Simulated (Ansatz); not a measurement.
Write a Python script for the Ansatz DFT code, driven from Python that makes a short molecular-dynamics run of C2H5AlSi, SMILES [AlH2][C]1=C[SiH2]1. Level of theory: BLYP, 6-31G* basis, multiplicity 1.

```xyz
9

Al   -0.4446    1.4758   -1.2336
C     0.0931    0.0129   -0.1281
C     1.0452   -1.0286    0.0936
Si   -0.1333   -0.9572    1.2553
H     0.3619    1.9365   -2.5450
H    -1.8248    2.3336   -0.8709
H     2.0172   -1.5194   -0.2072
H     0.2089   -0.3225    2.5268
H    -1.2350   -1.9774    1.0920
```

The script, `run_md.py`:
```python
import ansatz as az
from ase import Atoms
import numpy as np

atoms = Atoms(['Al', 'C', 'C', 'Si', 'H', 'H', 'H', 'H', 'H'], positions=[
    (-0.4446, 1.4758, -1.2336),
    (0.0931, 0.0129, -0.1281),
    (1.0452, -1.0286, 0.0936),
    (-0.1333, -0.9572, 1.2553),
    (0.3619, 1.9365, -2.545),
    (-1.8248, 2.3336, -0.8709),
    (2.0172, -1.5194, -0.2072),
    (0.2089, -0.3225, 2.5268),
    (-1.235, -1.9774, 1.092),
])
mol = az.Crystal.molecule_from_ase(atoms)

job = (
    mol.calculation()
    .basis(gaussian='6-31G*')
    .functional('blyp')
    .md('nvt_langevin', timestep=1.0, steps=40, temperature=800, initial_velocities='maxwell_boltzmann', seed=36, friction=0.05)
)
frames = []
job.session().plan().execute(on_event=lambda e: frames.append(e['data']) if e['event'] == 'md_step' else None)
print('t (fs)   E_pot (eV)      E_kin (eV)   T (K)   d(0-1) (A)')
for f in frames[::1]:
    xyz = np.array(f['positions_ang'])
    print(f'{f["time_fs"]:6.2f} {f["lagrangian_ev"]:14.5f} {f["e_kin_ev"]:10.5f} {f["temperature_k"]:8.1f} {np.linalg.norm(xyz[0] - xyz[1]):9.4f}')
print('mean temperature', round(float(np.mean([f['temperature_k'] for f in frames])), 1), 'K')
```

```console
$ python run_md.py
t (fs)   E_pot (eV)      E_kin (eV)   T (K)   d(0-1) (A)
  0.00   -16624.13479    0.82726    711.1    1.9108
  1.00   -16624.00735    0.78930    678.5    1.9129
  2.00   -16623.96913    0.69962    601.4    1.9189
  3.00   -16624.00315    0.72535    623.5    1.9259
  4.00   -16624.05156    0.65734    565.0    1.9288
  5.00   -16624.13608    0.73104    628.4    1.9271
  6.00   -16624.29635    0.82349    707.9    1.9235
  7.00   -16624.51309    1.10551    950.3    1.9183
  8.00   -16624.68289    1.41561   1216.9    1.9128
  9.00   -16624.76487    1.20185   1033.1    1.9075
 10.00   -16624.83023    1.12569    967.6    1.9046
 11.00   -16624.90336    1.26271   1085.4    1.9047
 12.00   -16624.91970    1.24440   1069.7    1.9052
 13.00   -16624.87668    1.17741   1012.1    1.9051
 14.00   -16624.76909    1.22761   1055.2    1.9021
 15.00   -16624.65147    1.32772   1141.3    1.8967
 16.00   -16624.56035    1.34715   1158.0    1.8892
 17.00   -16624.49699    1.04729    900.2    1.8800
 18.00   -16624.45374    0.92914    798.7    1.8687
 19.00   -16624.40964    0.82334    707.7    1.8562
 20.00   -16624.34691    0.83942    721.6    1.8452
 21.00   -16624.25548    0.78947    678.6    1.8345
 22.00   -16624.19175    0.71698    616.3    1.8257
 23.00   -16624.15747    0.72533    623.5    1.8203
 24.00   -16624.12603    0.64459    554.1    1.8156
 25.00   -16624.08449    0.44151    379.5    1.8126
 26.00   -16624.12643    0.46800    402.3    1.8149
 27.00   -16624.26017    0.58207    500.3    1.8196
 28.00   -16624.42519    0.66460    571.3    1.8255
 29.00   -16624.54762    0.67076    576.6    1.8319
 30.00   -16624.60438    0.53515    460.0    1.8362
 31.00   -16624.61711    0.59783    513.9    1.8370
 32.00   -16624.59562    0.57429    493.7    1.8379
 33.00   -16624.58766    0.57289    492.5    1.8426
 34.00   -16624.63405    0.59355    510.2    1.8466
 35.00   -16624.70122    0.70764    608.3    1.8523
 36.00   -16624.74829    0.78493    674.7    1.8634
 37.00   -16624.79650    0.81731    702.6    1.8801
 38.00   -16624.84590    0.90133    774.8    1.9017
 39.00   -16624.87182    1.00310    862.3    1.9244
 40.00   -16624.86573    0.96610    830.5    1.9461
mean temperature 735.6 K
```

Notes:
- Total energies depend on the basis set; only differences at equal settings carry meaning.
- The trajectory is only some femtoseconds long, so its temperature is not equilibrated; where the script doesn't relax first, it starts from a rough generated geometry.
- The printed temperature counts all 3N degrees of freedom under Langevin dynamics, so the first row lies under the target.
- With hydrogen a step over 0.5 fs is long.
- Run time: 59 s on 1 thread of Intel(R) Xeon(R) 6975P-C (Granite Rapids) (shared host), peak memory 0.19 GiB.

(Lines on the test bed's own set-up are left out of the output.)
